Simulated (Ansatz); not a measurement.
Runs of Ansatz 0.2.0 on GdO. Symmetry: F-43m, No. 216, cubic system. The conventional cell has a = 5.400 Å, b = 5.400 Å, c = 5.400 Å, α = 90.00°, β = 90.00°, γ = 90.00°. Gd (site symmetry -43m) is surrounded by 4 O at 2.34 Å. O (site symmetry -43m) has 4 Gd at 2.34 Å as nearest neighbours. 

```tsv
level	share of exact exchange	mesh quality	gap on the mesh (eV)	pressure (GPa)	moment (μB)
PBE0	0.25	coarse	none	-2.2	7.98
PBE0 form with a typed share of exact exchange	0.35	not flagged	0.89	-2.7	8.00
PBE0 form with a typed share of exact exchange	0.15	coarse	none	-1.7	7.98
PBE0 form with a typed share of exact exchange	0	coarse	none	-0.7	7.56
PBE0 form with a typed share of exact exchange	0.1	coarse	none	(a)	7.98
PBE0 form with a typed share of exact exchange	0.5	not flagged	1.82	(b)	8.00
```

Alike in all rows: task single point; potentials or basis Ansatz PAW; spin collinear, ferromagnetic start; cell as given; k mesh 5 × 5 × 5; cutoff (eV) 420; smearing fermi-dirac 0.05 eV.

**Question.** Fill in the values left out.

**Answer.** (a) -1.4; (b) -3.5.

Caveats: some runs use coarse meshes; the magnetic or orbital state may not be the lowest; spin-orbit coupling is left out, which moves the levels of the heavy elements; a cell with one magnetic atom can't hold antiferromagnetic order, which such compounds often take; the PAW data sets come from PBE, with cores solved anew for the run's functional, which leaves a small shift of forces and pressure (some runs); the thresholds are loose for stress (some runs); odd divisions of the mesh miss points on the zone boundary, where band edges often lie, so the gap on the mesh can be too wide (some runs); the PAW data sets were made with another functional, which shifts forces and pressure a little (some runs).

A k mesh can miss the band edges, and the runs leave out spin-orbit coupling on Gd.

A gap of «none» marks a metal or a gap under the smearing width.
